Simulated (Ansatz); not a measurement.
# CHGeP (singlet): from Hartree-Fock to the top rungs, cc-pVTZ

How much of the correlation energy of CHGeP (singlet) does each wave-function method recover here?

Computed with Ansatz 0.2.0, Gaussian basis. Level: cc-pVTZ, core rule «outside noble gas», up to 20 orbitals frozen.

The runs, in order: UHF; CCSD(T) on RHF; CCSD(T) on UHF; BCCD(T) on RHF; CCSDT(Q) on RHF; CCSDT(Q) on UHF.

4 further runs of the same task are left out: 4 set aside as unsound or not needed. Runs told in other sessions of the task aren't counted.

## (1) The geometry

The geometry is a PBE0/def2-TZVP stationary point (not a proven minimum). No spin-orbit coupling is included. The filled d shell of Ge may be among the frozen orbitals whatever the setting's name suggests.

4 atoms, charge 0, spin multiplicity 1.

Atoms are counted from 1 here; the program's logs count them from 0.

Bond lengths: Ge1–C2 1.781 Å, C2–P3 1.638 Å, P3–H4 1.442 Å. Angles: Ge1–C2–P3 169.9°, C2–P3–H4 100.5°.

In the tables R marks a restricted determinant and U an unrestricted one; energies count from the table's Hartree-Fock row.

## (2) UHF

Input file in.yaml:

```yaml
crystal:
  periodic: [false, false, false]
  atoms:
    - {symbol: Ge, position_ang: [0.000025, -0.311263, 2.256076]}
    - {symbol: C, position_ang: [-0.000208, -0.218751, 0.477203]}
    - {symbol: P, position_ang: [0.000039, -0.421831, -1.147945]}
    - {symbol: H, position_ang: [0.000144, 0.951846, -1.585334]}
basis:
  gaussian: {orbitals: cc-pVTZ}
magnetization: {spin_polarized: true, initial_magnetization: 0}
hamiltonian: {xc: hf}
output: {orbitals: {seedname: orbitals}}
```

On the command line:

```sh
> ansatz run in.yaml --threads 1 --pin off --events-out ev --progress --plain --max-ram 4096MiB --backend cpu
```

Standard output:

```text
Functional definition: HF
  name "HF"
  cite "Fock, Z. Phys. 61, 126 (1930) doi:10.1007/BF01340294"
  parent pbe
  exchange = exact_x
  correlation = 0
1102 factors; their error is unknown
mean field evaluation 1: about -66786.8594 eV, gradient 2.1e1 eV
mean field evaluation 2: about -66787.7039 eV, gradient 1.8e1 eV
mean field evaluation 4: about -66789.5105 eV, gradient 4.2e-1 eV
mean field evaluation 8: about -66790.7057 eV, gradient 1.1e0 eV
mean field evaluation 16: about -66788.0549 eV, gradient 2.1e1 eV
mean field evaluation 32: about -66791.0035 eV, gradient 8.0e-6 eV
mean field evaluation 64: about -66790.8411 eV, gradient 2.8e0 eV
mean field evaluation 96: about -66790.9577 eV, gradient 1.7e-1 eV
mean field evaluation 128: about -66790.9168 eV, gradient 8.3e-1 eV
mean field evaluation 160: about -66788.1256 eV, gradient 1.4e1 eV
mean field evaluation 192: about -66790.4647 eV, gradient 2.0e0 eV
mean field evaluation 224: about -66790.7075 eV, gradient 8.2e-5 eV
mean field evaluation 256: about -66779.7627 eV, gradient 9.4e0 eV
mean field -66791.00354049 eV, -2454.5241075448 hartree, gradient 7.9e-6 eV, S^2 0.867403; 9 other end points of the search recorded, 0 dependent functions left out
reference -66791.00354049 eV, -2454.5241075448 hartree; 27, 27 occupied and 94, 94 virtual orbitals, 1102 factors
Total energy: -66791.00354049 eV, -2454.5241075448 hartree
```

It took 37 s on 1 thread of AMD EPYC 7R13, shared host; peak memory 0.47 GiB.

From the report: ⟨S²⟩ of the determinant 0.867 (pure singlet: 0.00). The determinant of HF (⟨S²⟩ 0.87) is far from a pure spin state, so its energy mixes those of several spin states; that is harmless only where they are near-degenerate.

The unrestricted solution breaks the spin symmetry, so the restricted determinant is unstable here.

## (3) CCSD(T) on RHF

in.yaml, as its differences from that of step 2:

```diff
@@ -9,4 +9,3 @@
   gaussian: {orbitals: cc-pVTZ}
-magnetization: {spin_polarized: true, initial_magnetization: 0}
-hamiltonian: {xc: hf}
-output: {orbitals: {seedname: orbitals}}
+magnetization: {spin_polarized: false}
+correlation: {method: ccsd_t, electrons: outside_noble_gas}
```

Same command.

Standard output, shortened:

```text
Functional definition: HF
  name "HF"
  cite "Fock, Z. Phys. 61, 126 (1930) doi:10.1007/BF01340294"
  parent pbe
[...]
738 factors; integrals over basis functions are off by at most 1.3e-3 eV
[...]
mean field -66790.70837058 eV, -2454.5132602507 hartree, gradient 1.9e-6 eV, S^2 0.000000; 2 other end points of the search recorded, 0 dependent functions left out; unrestricted orbitals would lower it
determinant -66790.70837058 eV, -2454.5132602507 hartree, with singles and doubles -66802.00959847 eV, -2454.9285727153 hartree
determinant -66787.42524652 eV, -2454.3926076667 hartree, with singles and doubles -66798.85317968 eV, -2454.8125764643 hartree
20 core orbitals not correlated: weight in the atoms' cores, before any rotation towards them, 0.999 or more for the frozen orbitals, at most 0.001 for the correlated occupied ones
reference -66790.70837058 eV, -2454.5132602507 hartree; 7, 7 occupied and 94, 94 virtual orbitals, 738 factors
second order -10.50550365 eV of doubles, -0.00000000 eV of singles
cycle   1  -11.12992522 eV  change   -6.2e-1 eV  update   2.5e-2
[...]
cycle   9  -11.15784551 eV  change   -5.2e-6 eV  update   1.1e-5
perturbative correction -0.73852442 eV, -0.0271402717 hartree
Total energy: -66802.60474050 eV, -2454.9504437818 hartree
```

Wall time 10 s (1 thread of AMD EPYC 7R13, shared host); peak memory 0.44 GiB.

From the report: correlation -11.8964 eV; T1 0.018; largest double amplitude 0.11.

## (4) CCSD(T) on UHF

in.yaml, as its differences from that of step 3:

```diff
@@ -9,3 +9,3 @@
   gaussian: {orbitals: cc-pVTZ}
-magnetization: {spin_polarized: false}
+magnetization: {spin_polarized: true, initial_magnetization: 0}
 correlation: {method: ccsd_t, electrons: outside_noble_gas}
```

On the command line:

```sh
> ansatz run in.yaml --threads 2 --pin off --events-out ev --progress --plain --max-ram 24576MiB --backend cuda --devices 0, --max-vram 18GiB
```

Standard output, shortened:

```text
Functional definition: HF
  name "HF"
  cite "Fock, Z. Phys. 61, 126 (1930) doi:10.1007/BF01340294"
  parent pbe
[...]
738 factors; integrals over basis functions are off by at most 1.3e-3 eV
[...]
mean field -66791.00444217 eV, -2454.5241406811 hartree, gradient 1.9e-6 eV, S^2 0.867401; 20 other end points of the search recorded, 0 dependent functions left out
determinant -66791.00444217 eV, -2454.5241406811 hartree, with singles and doubles -66801.84396252 eV, -2454.9224857066 hartree
determinant -66790.86226656 eV, -2454.5189158237 hartree, with singles and doubles -66801.06134431 eV, -2454.8937250179 hartree
determinant -66790.83025088 eV, -2454.5177392689 hartree, with singles and doubles -66801.92261627 eV, -2454.9253761786 hartree
determinant -66788.53762250 eV, -2454.4334867300 hartree, with singles and doubles -66798.96875208 eV, -2454.8168236717 hartree
[...]
determinant -66787.68299767 eV, -2454.4020798468 hartree, with singles and doubles -66798.68399635 eV, -2454.8063590915 hartree
determinant -66791.00444217 eV, -2454.5241406811 hartree, with singles and doubles -66801.79075001 eV, -2454.9205301830 hartree
determinant -66790.83025088 eV, -2454.5177392689 hartree, with singles and doubles -66801.83544862 eV, -2454.9221728264 hartree
20 core orbitals not correlated: weight in the atoms' cores, before any rotation towards them, 0.999 or more for the frozen orbitals, at most 0.001 for the correlated occupied ones
reference -66790.83025088 eV, -2454.5177392690 hartree; 7, 7 occupied and 94, 94 virtual orbitals, 738 factors
second order -9.61203478 eV of doubles, -0.00000000 eV of singles
cycle   1  -11.00522084 eV  change   -2.3e-5 eV  update   1.3e-5
[...]
cycle   3  -11.00520848 eV  change    5.6e-6 eV  update   2.8e-6
perturbative correction -0.72330417 eV, -0.0265809381 hartree
Total energy: -66802.55876353 eV, -2454.9487541589 hartree
```

It took 21 s on 1 × H100 (card shared with other runs) with 2 threads of AMD EPYC 7R13, shared host; peak host memory 0.84 GiB.

From the report: ⟨S²⟩ of the determinant 0.598 (pure singlet: 0.00); correlation -11.7285 eV; T1 0.081; largest double amplitude 0.12. The determinant of CCSD(T) (⟨S²⟩ 0.60) is far from a pure spin state, so its energy mixes those of several spin states; high orders of coupled cluster remove much of that, low ones don't.

## (5) BCCD(T) on RHF

in.yaml, as its differences from that of step 4:

```diff
@@ -9,3 +9,3 @@
   gaussian: {orbitals: cc-pVTZ}
-magnetization: {spin_polarized: true, initial_magnetization: 0}
-correlation: {method: ccsd_t, electrons: outside_noble_gas}
+magnetization: {spin_polarized: false}
+correlation: {method: bccd_t, electrons: outside_noble_gas}
```

The command is unchanged.

Standard output, shortened:

```text
Functional definition: HF
  name "HF"
  cite "Fock, Z. Phys. 61, 126 (1930) doi:10.1007/BF01340294"
  parent pbe
[...]
738 factors; integrals over basis functions are off by at most 1.3e-3 eV
[...]
mean field -66790.70837058 eV, -2454.5132602507 hartree, gradient 1.9e-6 eV, S^2 0.000000; 2 other end points of the search recorded, 0 dependent functions left out; unrestricted orbitals would lower it
determinant -66790.70837058 eV, -2454.5132602507 hartree, with singles and doubles -66802.00959538 eV, -2454.9285726018 hartree
determinant -66787.42524652 eV, -2454.3926076667 hartree, with singles and doubles -66798.85317537 eV, -2454.8125763060 hartree
20 core orbitals not correlated: weight in the atoms' cores, before any rotation towards them, 0.999 or more for the frozen orbitals, at most 0.001 for the correlated occupied ones
reference -66790.70837058 eV, -2454.5132602507 hartree; 7, 7 occupied and 94, 94 virtual orbitals, 738 factors
second order -10.50550365 eV of doubles, -0.00000000 eV of singles
cycle   1  -11.10059735 eV  change   -5.9e-1 eV  update   2.6e-2
[...]
cycle  10  -11.13097923 eV  change   -6.0e-7 eV  update   9.0e-6
perturbative correction -0.77081378 eV, -0.0283268839 hartree
Total energy: -66802.61016359 eV, -2454.9506430766 hartree
```

It took 11 s on 1 × H100 (card shared with other runs) with 2 threads of AMD EPYC 7R13, shared host; peak host memory 0.81 GiB.

From the report: correlation -11.9018 eV; largest double amplitude 0.11.

## (6) CCSDT(Q) on RHF

in.yaml, as its differences from that of step 5:

```diff
@@ -10,2 +10,2 @@
 magnetization: {spin_polarized: false}
-correlation: {method: bccd_t, electrons: outside_noble_gas}
+correlation: {method: ccsdt_q, electrons: outside_noble_gas}
```

The command is unchanged.

Standard output, shortened:

```text
Functional definition: HF
  name "HF"
  cite "Fock, Z. Phys. 61, 126 (1930) doi:10.1007/BF01340294"
  parent pbe
[...]
1436 factors; integrals over basis functions are off by at most 2.1e-7 eV
[...]
mean field -66790.70842285 eV, -2454.5132621714 hartree, gradient 2.1e-6 eV, S^2 0.000000; 2 other end points of the search recorded, 0 dependent functions left out; unrestricted orbitals would lower it
determinant -66790.70842285 eV, -2454.5132621714 hartree, with singles and doubles -66802.00968475 eV, -2454.9285758859 hartree
determinant -66787.42529855 eV, -2454.3926095788 hartree, with singles and doubles -66798.85326730 eV, -2454.8125796842 hartree
20 core orbitals not correlated: weight in the atoms' cores, before any rotation towards them, 0.999 or more for the frozen orbitals, at most 0.001 for the correlated occupied ones
reference -66790.70842285 eV, -2454.5132621714 hartree; 7, 7 occupied and 94, 94 virtual orbitals, 1436 factors
second order -10.50555075 eV of doubles, -0.00000000 eV of singles
cycle   1  -10.61561768 eV  change   -1.1e-1 eV  update   1.4e-1
[...]
cycle  20  -11.91268831 eV  change   -5.2e-7 eV  update   5.0e-7
perturbative correction -0.07824953 eV, -0.0028756172 hartree
Total energy: -66802.69936069 eV, -2454.9539210095 hartree
```

Run time: 16 s. Hardware: 1 × H100 (card shared with other runs) with 2 threads of AMD EPYC 7R13, shared host; peak host memory 0.88 GiB.

From the report: correlation -11.9909 eV; T1 0.020; largest double amplitude 0.14.

## (7) CCSDT(Q) on UHF

in.yaml, as its differences from that of step 6:

```diff
@@ -9,3 +9,3 @@
   gaussian: {orbitals: cc-pVTZ}
-magnetization: {spin_polarized: false}
+magnetization: {spin_polarized: true, initial_magnetization: 0}
 correlation: {method: ccsdt_q, electrons: outside_noble_gas}
```

Same command.

Standard output, shortened:

```text
Functional definition: HF
  name "HF"
  cite "Fock, Z. Phys. 61, 126 (1930) doi:10.1007/BF01340294"
  parent pbe
[...]
1436 factors; integrals over basis functions are off by at most 2.1e-7 eV
[...]
mean field -66791.00449918 eV, -2454.5241427760 hartree, gradient 2.3e-6 eV, S^2 0.867405; 20 other end points of the search recorded, 0 dependent functions left out
determinant -66791.00449918 eV, -2454.5241427760 hartree, with singles and doubles -66801.84404352 eV, -2454.9224886832 hartree
determinant -66790.86232592 eV, -2454.5189180051 hartree, with singles and doubles -66801.06142269 eV, -2454.8937278983 hartree
determinant -66790.83030646 eV, -2454.5177413118 hartree, with singles and doubles -66801.92269888 eV, -2454.9253792142 hartree
determinant -66788.53768815 eV, -2454.4334891428 hartree, with singles and doubles -66798.96875307 eV, -2454.8168237080 hartree
[...]
determinant -66787.68305315 eV, -2454.4020818856 hartree, with singles and doubles -66798.68408611 eV, -2454.8063623903 hartree
determinant -66791.00449918 eV, -2454.5241427760 hartree, with singles and doubles -66801.79079654 eV, -2454.9205318927 hartree
determinant -66790.83030646 eV, -2454.5177413118 hartree, with singles and doubles -66801.83549573 eV, -2454.9221745576 hartree
20 core orbitals not correlated: weight in the atoms' cores, before any rotation towards them, 0.999 or more for the frozen orbitals, at most 0.001 for the correlated occupied ones
reference -66790.83030647 eV, -2454.5177413118 hartree; 7, 7 occupied and 94, 94 virtual orbitals, 1436 factors
second order -9.61206370 eV of doubles, -0.00000000 eV of singles
cycle   1  -10.05986960 eV  change   -4.5e-1 eV  update   1.6e-1
[...]
cycle  23  -11.78776262 eV  change    6.6e-7 eV  update   5.5e-7
perturbative correction -0.08672411 eV, -0.0031870522 hartree
Total energy: -66802.70479319 eV, -2454.9541206501 hartree
```

It took 54 s on 1 × H100 (card shared with other runs) with 2 threads of AMD EPYC 7R13, shared host; peak host memory 1.3 GiB.

From the report: ⟨S²⟩ of the determinant 0.599 (pure singlet: 0.00); correlation -11.8745 eV; T1 0.091; largest double amplitude 0.16. The determinant of CCSDT(Q) (⟨S²⟩ 0.60) is far from a pure spin state, so its energy mixes those of several spin states; high orders of coupled cluster remove much of that, low ones don't.

## (8) The ladder

No level here is safe as a reference; RCCSDT(Q) serves as a yardstick only. Rows without a time are mean-field rows or come out of runs for another level: lower rungs of the coupled-cluster runs, or the Hartree-Fock search.

Differences are taken before rounding.

```
   method  energy from the lowest RHF (meV)  from RCCSDT(Q) (meV)        time
      RHF                               0.0              +11991.0            
     RMP2                          -10505.5               +1485.5            
     UMP2                           -9733.9               +2257.1            
    RCCSD                          -11157.8                +833.1            
    UCCSD                          -11127.1                +863.9            
 RCCSD(T)                          -11896.4                 +94.6        10 s
 UCCSD(T)                          -11850.4                +140.6  21 s (GPU)
  BCCD(T)                          -11901.8                 +89.2  11 s (GPU)
   RCCSDT                          -11912.7                 +78.2            
   UCCSDT                          -11909.7                 +81.3            
RCCSDT(Q)                          -11991.0                     0  16 s (GPU)
UCCSDT(Q)                          -11996.4                  -5.4  54 s (GPU)
```

Some runs used a GPU and others CPU threads alone; cost is compared among the GPU runs only.

Left out of the table: UHF (another determinant or state than the rows shown).

With the free atoms at the same levels and basis (separate runs), the atomisation energy is 11.496 eV at RCCSDT(Q), 11.454 eV at RCCSD(T), 11.408 eV at UCCSD(T), 6.653 eV at RHF.

## (9) Summary of results

| quantity | value |
| --- | --- |
| RCCSDT(Q) from the RHF energy | -11.9910 eV |
| RMP2 from RCCSDT(Q) | +1485.5 meV |
| UMP2 from RCCSDT(Q) | +2257.1 meV |
| RCCSD from RCCSDT(Q) | +833.1 meV |
| RCCSD(T) from RCCSDT(Q) | +94.6 meV |
| UCCSD(T) from RCCSDT(Q) | +140.6 meV |
| UCCSDT(Q) from RCCSDT(Q) | -5.4 meV |
| T1 diagnostic | 0.018 |

**Reading.** RCCSD(T) lands +94.6 meV from the yardstick (0.8 % of the correlation energy). CCSD(T) misses by +94.6 meV on the restricted determinant and by +140.6 meV on the unrestricted one; the two need not hold the same state or core. Coupled cluster took another determinant than the lowest Hartree-Fock one. Warnings: restricted reference is unstable; spin contamination; coupled cluster took another determinant than the lowest.
